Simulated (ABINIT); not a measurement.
Crystal: Cu3O2.

```xyz
5
Lattice="-2.0230 2.0230 3.6736 2.0230 -2.0230 3.6736 2.0230 2.0230 -3.6736" Properties=species:S:1:pos:R:3 pbc="T T T"
Cu    0.0000    0.0000    0.0000
Cu    0.0000    2.0230    1.8368
Cu    2.0230    0.0000    1.8368
O     0.0000    2.0230    0.0000
O     2.0230    0.0000    0.0000
```

The cell comes from a database or a generator and needn't be the stable form of this composition.

Base run:

| Property | Result |
| --- | --- |
| Program | ABINIT 10.8.3 (patched build) |
| Functional | PBE |
| Potentials or basis | JTH PAW PBE v2.0 |
| Cutoff | 707 eV |
| k mesh | 9 × 9 × 9 |
| Occupations | fermi-dirac, width 0.05 eV |
| Spin | no spin polarisation |

Its results: band gap on the k mesh none (metal or under the smearing width); pressure 0.6 GPa.

Question: The run is repeated on the same cell with these changes: functional from PBE to PBEsol. What comes out?

Answer: Band gap on the k mesh none (metal or under the smearing width); pressure -5.9 GPa.

PBEsol binds more tightly than PBE, so the same cell stands under less pressure.

Caveats: an odd number of electrons without spin polarisation forces a metal; a magnetic or distorted state may lie lower; the run has no spin polarisation, though such a crystal can be magnetic; semilocal functionals often make such compounds metallic where correlation or magnetic order opens a gap, which also shifts bond lengths; the PAW data sets were made with another functional, which shifts forces and pressure a little (some runs).
